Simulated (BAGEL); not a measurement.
# triplet CH5BN2 at 4 levels

Aim: a comparison of 4 runs (ROHF/6-31G*, UHF/6-31G*, ROHF/cc-pVDZ, UHF/cc-pVDZ) of triplet CH5BN2. 

Program for the calculation: BAGEL 1.2.2.

2 further runs of the same task are left out: 2 that didn't finish. Runs told in other sessions of the task aren't counted.

### Step 1. Starting point

The species is CH5BN2 (9 atoms), meant as a triplet with charge 0. As SMILES of the parent species, `NC1BN1`. The shape is that of a PBE0-D4/def2-TZVP optimisation. This is one conformer, not always the lowest. That shape belongs to the parent species and isn't relaxed for this state.

Bond lengths: N1–C2 1.431 Å, C2–B3 1.561 Å, C2–N4 1.467 Å, B3–N4 1.341 Å, N1–H5 1.010 Å, N1–H6 1.010 Å, C2–H7 1.092 Å, B3–H8 1.184 Å, N4–H9 1.004 Å. Some angles: N1–C2–B3 121.1°, N1–C2–N4 117.3°, B3–C2–N4 52.5°, C2–B3–N4 60.2°, C2–N4–B3 67.4°, N1–C2–H7 115.1°, B3–C2–H7 121.0°, N4–C2–H7 113.6°, C2–N1–H5 112.4°, C2–N1–H6 112.7°.

### Step 2. The energy at ROHF/6-31G(d) (density fitting with qzvpp-jkfit, spherical functions) (run 1)

Contents of input.json:

```json
{ "bagel": [

{
  "title": "molecule",
  "basis": "6-31gs.json",
  "df_basis": "qzvpp-jkfit",
  "angstrom": "true",
  "geometry": [
    { "atom": "N", "xyz": [    0.142900,    1.194400,   -0.640600 ] },
    { "atom": "C", "xyz": [   -0.364200,   -0.077200,   -0.222300 ] },
    { "atom": "B", "xyz": [    0.591200,   -1.194100,    0.303200 ] },
    { "atom": "N", "xyz": [   -0.130500,   -0.469900,    1.171500 ] },
    { "atom": "H", "xyz": [    0.784000,    1.117400,   -1.417000 ] },
    { "atom": "H", "xyz": [   -0.589900,    1.842600,   -0.892400 ] },
    { "atom": "H", "xyz": [   -1.366400,   -0.317200,   -0.582700 ] },
    { "atom": "H", "xyz": [    1.414200,   -2.039000,    0.194700 ] },
    { "atom": "H", "xyz": [   -0.392800,   -0.103200,    2.068300 ] }
  ]
},
{ "title": "rohf", "nopen": 2 },
{ "title": "print", "file": "orbitals.molden", "orbitals": "true" }

]}
```

The basis set 6-31G* is read from a file made from the Basis Set Exchange's data (not shown).

Started as:

```sh
$ BAGEL_NUM_THREADS=1 BAGEL input.json > input.out
```

What it wrote:

```text
* using 1 threads per process

  ===============================================================
  ===============================================================

  *** Geometry ***

  { "atom" : "N", "xyz" : [      0.270042,      2.257089,     -1.210559 ] },
  { "atom" : "C", "xyz" : [     -0.688238,     -0.145887,     -0.420086 ] },
  { "atom" : "B", "xyz" : [      1.117206,     -2.256522,      0.572965 ] },
  { "atom" : "N", "xyz" : [     -0.246609,     -0.887982,      2.213814 ] },
  { "atom" : "H", "xyz" : [      1.481545,      2.111580,     -2.677742 ] },
  { "atom" : "H", "xyz" : [     -1.114749,      3.482009,     -1.686392 ] },
  { "atom" : "H", "xyz" : [     -2.582122,     -0.599421,     -1.101143 ] },
  { "atom" : "H", "xyz" : [      2.672451,     -3.853152,      0.367930 ] },
  { "atom" : "H", "xyz" : [     -0.742284,     -0.195020,      3.908521 ] },

  Number of auxiliary basis functions:      394

  Since a DF basis is specified, we compute 2- and 3-index integrals:
    o Being stored without compression. Storage requirement is 0.014 GB

  Number of basis functions:       66
  Number of electrons      :       30

    * METHOD: MOLECULE                             0.17

  *** Open-shell HF ***

  === Nuclear Repulsion ===
   109.4483437159

      * DIIS with orbital gradients will be used.

  === ROHF iteration (6-31gs.json) ===
      0       -173.84669415          0.05234308           0.07
      1       -174.02985780          0.02846354           0.06
      2       -174.07367821          0.01591459           0.06
      3       -174.09356285          0.00219899           0.06
      4       -174.09453432          0.00094182           0.07
      5       -174.09482926          0.00039095           0.07
      6       -174.09494161          0.00026375           0.07
      7       -174.09500641          0.00020824           0.06
      8       -174.09505490          0.00016693           0.07
      9       -174.09510499          0.00010424           0.06
     10       -174.09513585          0.00006234           0.06
     11       -174.09515172          0.00004070           0.06
     12       -174.09515311          0.00002302           0.06
     13       -174.09515726          0.00001475           0.06
     14       -174.09515710          0.00000721           0.06
     15       -174.09515782          0.00000365           0.06
     16       -174.09515810          0.00000195           0.06
     17       -174.09515827          0.00000109           0.06
     18       -174.09515837          0.00000074           0.06
     19       -174.09515837          0.00000050           0.06
     20       -174.09515840          0.00000038           0.06
     21       -174.09515840          0.00000025           0.06
     22       -174.09515840          0.00000016           0.06
     23       -174.09515840          0.00000008           0.06
     24       -174.09515841          0.00000004           0.06
     25       -174.09515842          0.00000002           0.06
     26       -174.09515842          0.00000001           0.06
     27       -174.09515842          0.00000001           0.06
    * SCF iteration converged.

    * S^2 (ROHF) is 2.0000

    * Permanent dipole moment:
           (    0.943919,    -1.002839,     0.621793) a.u.

    * METHOD: ROHF                                 1.91

    * METHOD: PRINT                                0.01

  ===============================================================
```

It took 2.2 s on 1 thread of Arm Neoverse V1, shared host.

### Step 3. A single-point energy at UHF/6-31G(d) (density fitting with qzvpp-jkfit, spherical functions) (run 2)

Contents of input.json:

```json
{ "bagel": [

{
  "title": "molecule",
  "basis": "6-31gs.json",
  "df_basis": "qzvpp-jkfit",
  "angstrom": true,
  "geometry": [
    { "atom": "N", "xyz": [       0.142900,       1.194400,      -0.640600 ] },
    { "atom": "C", "xyz": [      -0.364200,      -0.077200,      -0.222300 ] },
    { "atom": "B", "xyz": [       0.591200,      -1.194100,       0.303200 ] },
    { "atom": "N", "xyz": [      -0.130500,      -0.469900,       1.171500 ] },
    { "atom": "H", "xyz": [       0.784000,       1.117400,      -1.417000 ] },
    { "atom": "H", "xyz": [      -0.589900,       1.842600,      -0.892400 ] },
    { "atom": "H", "xyz": [      -1.366400,      -0.317200,      -0.582700 ] },
    { "atom": "H", "xyz": [       1.414200,      -2.039000,       0.194700 ] },
    { "atom": "H", "xyz": [      -0.392800,      -0.103200,       2.068300 ] }
  ]
},

{ "title": "uhf", "nopen": 2 },

{ "title": "print", "file": "orbitals.molden", "orbitals": true }

]}
```

The basis set 6-31G* is read from a file made from the Basis Set Exchange's data (not shown).

Started as:

```sh
$ BAGEL_NUM_THREADS=1 BAGEL input.json > input.out
```

What it wrote:

```text
* using 1 threads per process

  ===============================================================
  ===============================================================

  *** Geometry ***

  { "atom" : "N", "xyz" : [      0.270042,      2.257089,     -1.210559 ] },
  { "atom" : "C", "xyz" : [     -0.688238,     -0.145887,     -0.420086 ] },
  { "atom" : "B", "xyz" : [      1.117206,     -2.256522,      0.572965 ] },
  { "atom" : "N", "xyz" : [     -0.246609,     -0.887982,      2.213814 ] },
  { "atom" : "H", "xyz" : [      1.481545,      2.111580,     -2.677742 ] },
  { "atom" : "H", "xyz" : [     -1.114749,      3.482009,     -1.686392 ] },
  { "atom" : "H", "xyz" : [     -2.582122,     -0.599421,     -1.101143 ] },
  { "atom" : "H", "xyz" : [      2.672451,     -3.853152,      0.367930 ] },
  { "atom" : "H", "xyz" : [     -0.742284,     -0.195020,      3.908521 ] },

  Number of auxiliary basis functions:      394

  Since a DF basis is specified, we compute 2- and 3-index integrals:
    o Being stored without compression. Storage requirement is 0.014 GB

  Number of basis functions:       66
  Number of electrons      :       30

    * METHOD: MOLECULE                             0.15

  *** Open-shell HF ***

  === Nuclear Repulsion ===
   109.4483437159

      * DIIS with orbital gradients will be used.

  === UHF iteration (6-31gs.json) ===
      0       -173.84669415          0.05234308           0.06
      1       -174.03480093          0.02825929           0.06
      2       -174.08005667          0.01560299           0.06
      3       -174.09915226          0.00216703           0.07
      4       -174.10065018          0.00090715           0.06
      5       -174.10102469          0.00040710           0.06
      6       -174.10119569          0.00018116           0.06
      7       -174.10123402          0.00009410           0.06
      8       -174.10124537          0.00005351           0.06
      9       -174.10124962          0.00003258           0.06
     10       -174.10125073          0.00002709           0.06
     11       -174.10125156          0.00002215           0.06
     12       -174.10125256          0.00001858           0.06
     13       -174.10125321          0.00001504           0.06
     14       -174.10125393          0.00001149           0.06
     15       -174.10125445          0.00000727           0.06
     16       -174.10125462          0.00000420           0.06
     17       -174.10125467          0.00000254           0.06
     18       -174.10125468          0.00000129           0.06
     19       -174.10125468          0.00000095           0.06
     20       -174.10125468          0.00000068           0.07
     21       -174.10125468          0.00000059           0.06
     22       -174.10125468          0.00000045           0.06
     23       -174.10125468          0.00000034           0.07
     24       -174.10125468          0.00000025           0.07
     25       -174.10125468          0.00000011           0.06
     26       -174.10125468          0.00000007           0.06
     27       -174.10125468          0.00000004           0.06
     28       -174.10125468          0.00000002           0.06
     29       -174.10125468          0.00000002           0.06
     30       -174.10125468          0.00000001           0.06
     31       -174.10125468          0.00000001           0.06
     32       -174.10125468          0.00000001           0.06
    * SCF iteration converged.

    * S^2 (UHF) is 2.0202

    * Permanent dipole moment:
           (    0.955280,    -1.005441,     0.595182) a.u.

    * METHOD: UHF                                  2.17

    * METHOD: PRINT                                0.01

  ===============================================================
```

Run time: 2.5 s. Hardware: 1 thread of Arm Neoverse V1, shared host.

Run 3 isn't shown in full; the table further down has it.

### Step 4. The energy at UHF/cc-pVDZ (density fitting with qzvpp-jkfit) (run 4)

Contents of calc.json:

```json
{ "bagel" : [

{
  "title" : "molecule",
  "basis" : "cc-pvdz.json",
  "df_basis" : "qzvpp-jkfit",
  "angstrom" : true,
  "geometry" : [
    { "atom" : "N", "xyz" : [       0.142900,       1.194400,      -0.640600 ] },
    { "atom" : "C", "xyz" : [      -0.364200,      -0.077200,      -0.222300 ] },
    { "atom" : "B", "xyz" : [       0.591200,      -1.194100,       0.303200 ] },
    { "atom" : "N", "xyz" : [      -0.130500,      -0.469900,       1.171500 ] },
    { "atom" : "H", "xyz" : [       0.784000,       1.117400,      -1.417000 ] },
    { "atom" : "H", "xyz" : [      -0.589900,       1.842600,      -0.892400 ] },
    { "atom" : "H", "xyz" : [      -1.366400,      -0.317200,      -0.582700 ] },
    { "atom" : "H", "xyz" : [       1.414200,      -2.039000,       0.194700 ] },
    { "atom" : "H", "xyz" : [      -0.392800,      -0.103200,       2.068300 ] }
  ]
},

{
  "title" : "uhf",
  "nopen" : 2
},

{
  "title" : "print",
  "file" : "orbitals.molden",
  "orbitals" : true
}

]}
```

The basis set cc-pVDZ is read from a file made from the Basis Set Exchange's data (not shown).

Started as:

```sh
$ BAGEL_NUM_THREADS=1 BAGEL calc.json > calc.out
```

What it wrote:

```text
* using 1 threads per process

  ===============================================================
  ===============================================================

  *** Geometry ***

  { "atom" : "N", "xyz" : [      0.270042,      2.257089,     -1.210559 ] },
  { "atom" : "C", "xyz" : [     -0.688238,     -0.145887,     -0.420086 ] },
  { "atom" : "B", "xyz" : [      1.117206,     -2.256522,      0.572965 ] },
  { "atom" : "N", "xyz" : [     -0.246609,     -0.887982,      2.213814 ] },
  { "atom" : "H", "xyz" : [      1.481545,      2.111580,     -2.677742 ] },
  { "atom" : "H", "xyz" : [     -1.114749,      3.482009,     -1.686392 ] },
  { "atom" : "H", "xyz" : [     -2.582122,     -0.599421,     -1.101143 ] },
  { "atom" : "H", "xyz" : [      2.672451,     -3.853152,      0.367930 ] },
  { "atom" : "H", "xyz" : [     -0.742284,     -0.195020,      3.908521 ] },

  Number of auxiliary basis functions:      394

  Since a DF basis is specified, we compute 2- and 3-index integrals:
    o Being stored without compression. Storage requirement is 0.021 GB

  Number of basis functions:       81
  Number of electrons      :       30

    * METHOD: MOLECULE                             0.16

  *** Open-shell HF ***

  === Nuclear Repulsion ===
   109.4483437159

      * DIIS with orbital gradients will be used.

  === UHF iteration (cc-pvdz.json) ===
      0       -173.83999914          0.03934810           0.08
      1       -174.04983759          0.02349166           0.08
      2       -174.10141941          0.01209093           0.08
      3       -174.12313865          0.00206003           0.08
      4       -174.12482774          0.00083784           0.08
      5       -174.12528262          0.00037028           0.08
      6       -174.12548722          0.00018556           0.08
      7       -174.12554131          0.00010035           0.08
      8       -174.12555894          0.00006388           0.08
      9       -174.12556643          0.00004030           0.08
     10       -174.12556902          0.00003183           0.08
     11       -174.12557063          0.00002562           0.08
     12       -174.12557212          0.00002240           0.08
     13       -174.12557367          0.00001793           0.08
     14       -174.12557493          0.00001415           0.08
     15       -174.12557589          0.00001068           0.08
     16       -174.12557645          0.00000736           0.08
     17       -174.12557670          0.00000428           0.08
     18       -174.12557674          0.00000270           0.08
     19       -174.12557675          0.00000183           0.08
     20       -174.12557676          0.00000134           0.08
     21       -174.12557676          0.00000114           0.08
     22       -174.12557676          0.00000096           0.08
     23       -174.12557676          0.00000086           0.08
     24       -174.12557676          0.00000079           0.08
     25       -174.12557676          0.00000065           0.08
     26       -174.12557677          0.00000043           0.08
     27       -174.12557677          0.00000030           0.08
     28       -174.12557677          0.00000022           0.08
     29       -174.12557677          0.00000014           0.08
     30       -174.12557677          0.00000009           0.08
     31       -174.12557677          0.00000007           0.08
     32       -174.12557677          0.00000006           0.08
     33       -174.12557677          0.00000005           0.08
     34       -174.12557677          0.00000004           0.08
     35       -174.12557677          0.00000004           0.08
     36       -174.12557677          0.00000003           0.08
     37       -174.12557677          0.00000003           0.08
     38       -174.12557677          0.00000002           0.08
     39       -174.12557677          0.00000001           0.08
     40       -174.12557677          0.00000001           0.08
    * SCF iteration converged.

    * S^2 (UHF) is 2.0199

    * Permanent dipole moment:
           (    0.985944,    -1.113645,     0.514282) a.u.

    * METHOD: UHF                                  3.41

    * METHOD: PRINT                                0.02

  ===============================================================
```

Run time: 3.9 s. Hardware: 1 thread of Arm Neoverse V1, shared host; peak memory 0.092 GiB.

### Step 5. The series

| run | level | energy (Eh) | dipole moment (D) | ⟨S²⟩ | wall time |
| --- | --- | --- | --- | --- | --- |
| 1 | ROHF/6-31G* (density fitting with qzvpp-jkfit, spherical functions) | -174.095158 | 3.84 | 2.000 | 2.2 s |
| 2 | UHF/6-31G* (density fitting with qzvpp-jkfit, spherical functions) | -174.101255 | 3.84 | 2.020 | 2.5 s |
| 3 | ROHF/cc-pVDZ (density fitting with qzvpp-jkfit) | -174.119444 | 4.00 | 2.000 | 3 s |
| 4 | UHF/cc-pVDZ (density fitting with qzvpp-jkfit) | -174.125577 | 4.00 | 2.020 | 3.9 s |

### Step 6. What came out

```
            quantity          value
 run 4: total energy  -174.12558 Eh
run 4: dipole moment         4.00 D
         run 4: ⟨S²⟩          2.020
```

In words: The dipole moment (its size) runs from 3.84 D (UHF/6-31G*) to 4.00 D (ROHF/cc-pVDZ). The two ends differ in method and basis. All runs together took 12 s, the longest 3.9 s.
